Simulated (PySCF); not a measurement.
# C5H4IN: the cost of one run

Computed with PySCF 2.14.0 and routines of our own; the level stands in each step. Atoms count from 0.

## (1) The system as given

11 atoms, charge 0, multiplicity 1; geometry from: GFN2-xTB.

## (2) Geometry optimisation at PBE0-D3(BJ)/def2-SVP

Job settings and geometry (Å):

```
{"job": {"xc": "PBE0", "basis": "def2-SVP", "d3": "d3bj", "grid": 1, "maxiter": 30, "shake": 0.01, "kind": "geom"}, "charge": 0, "multiplicity": 1}
I      3.195430     0.817520    -0.178900
C      1.155280     0.206700    -0.068790
C      0.115430     1.138360    -0.043540
C     -1.133670     0.675410     0.038560
C     -1.375950    -0.704250     0.073920
N     -0.390350    -1.571380     0.050440
C      0.864350    -1.142600    -0.020370
H      0.358630     2.205270    -0.074630
H     -1.998820     1.367120     0.087910
H     -2.371080    -1.118520     0.155370
H      1.618860    -1.899470    -0.035630
```

The run is started by

```
OMP_NUM_THREADS=1 python heavy_run.py task.json out
```

One launch serves the whole session: the jobs run in the order shown.

Q: Estimate the wall time and peak memory of this first job on 1 thread of AMD EPYC 7R43, shared host.

About 52 s, with a peak of 0.5 GiB.
